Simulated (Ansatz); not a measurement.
# CH7MoN3O: the cost of one run

The runs use Ansatz 0.2.0, Gaussian basis; the settings change from run to run.

## (1) The geometry

The structure was relaxed beforehand with PBE0-D4 in a triple-zeta def2 set. Mo takes a core potential in def2 sets; no spin-orbit term is included.

SMILES `C[N]=[Mo]([NH2])([NH2])=[O]`, 13 atoms, charge 0, spin multiplicity 1.

Atoms are counted from 1 here; the program's logs count them from 0.

Bond lengths: C1–N2 1.420 Å, C1–H7 1.096 Å, C1–H8 1.096 Å, C1–H9 1.096 Å, N2–Mo3 1.732 Å, Mo3–N4 1.944 Å, Mo3–N5 1.944 Å, Mo3–O6 1.690 Å, N4–H10 1.009 Å, N4–H11 1.007 Å, N5–H12 1.007 Å, N5–H13 1.009 Å. Angles: N2–C1–H7 110.0°, N2–C1–H8 110.0°, N2–C1–H9 112.3°, H7–C1–H8 107.4°, H7–C1–H9 108.6°, H8–C1–H9 108.6°, C1–N2–Mo3 151.0°, N2–Mo3–N4 105.6°, N2–Mo3–N5 105.6°, N2–Mo3–O6 113.4°, N4–Mo3–N5 112.6°, N4–Mo3–O6 109.8°, N5–Mo3–O6 109.7°, Mo3–N4–H10 122.9°, Mo3–N4–H11 125.2°, H10–N4–H11 111.5°, Mo3–N5–H12 125.2°, Mo3–N5–H13 122.8° and more.

Coordinates:

```xyz
13
CH7MoN3O
C    -1.2286   -1.6347   -1.1256
N    -0.3163   -0.7659   -0.4695
Mo    0.0339    0.7032    0.3789
N     0.7371    0.1553    2.1066
N     1.3538    1.6321   -0.7052
O    -1.3197    1.6901    0.6002
H    -1.2454   -2.6081   -0.6229
H    -0.9061   -1.8047   -2.1589
H    -2.2475   -1.2323   -1.1402
H     0.7295    0.7568    2.9162
H     1.0430   -0.7749    2.3402
H     1.8774    1.2217   -1.4607
H     1.5095    2.6268   -0.6443
```

## (2) MP2/x2c-TZVPPall

Options: multiplicity 3, restricted open-shell orbitals, high accuracy.

The input, in.yaml:

```yaml
crystal:
  periodic: [false, false, false]
  atoms:
    - {symbol: C, position_ang: [-1.228623, -1.634715, -1.125634]}
    - {symbol: N, position_ang: [-0.316265, -0.765917, -0.469513]}
    - {symbol: Mo, position_ang: [0.033892, 0.703188, 0.378856]}
    - {symbol: N, position_ang: [0.737089, 0.155275, 2.106626]}
    - {symbol: N, position_ang: [1.353780, 1.632070, -0.705196]}
    - {symbol: O, position_ang: [-1.319744, 1.690081, 0.600188]}
    - {symbol: H, position_ang: [-1.245380, -2.608136, -0.622948]}
    - {symbol: H, position_ang: [-0.906084, -1.804723, -2.158875]}
    - {symbol: H, position_ang: [-2.247538, -1.232307, -1.140172]}
    - {symbol: H, position_ang: [0.729523, 0.756831, 2.916232]}
    - {symbol: H, position_ang: [1.042969, -0.774909, 2.340229]}
    - {symbol: H, position_ang: [1.877386, 1.221670, -1.460691]}
    - {symbol: H, position_ang: [1.509497, 2.626792, -0.644302]}
basis:
  gaussian: {orbitals: x2c-TZVPPall}
magnetization: {spin_polarized: false, initial_magnetization: 2}
hamiltonian: {xc: {name: HF}}
correlation: {method: mp2}
accuracy: high
output: {forces: true}
```

On the command line:

```
> ansatz run in.yaml --threads 8 --pin off --events-out ev --progress --plain --max-ram 18278MiB
```

**Question.** How long does this run take on 8 threads of AMD EPYC 7B13, shared host, and how much memory does it need?

About 5.7 min, with a peak of 4.9 GiB.
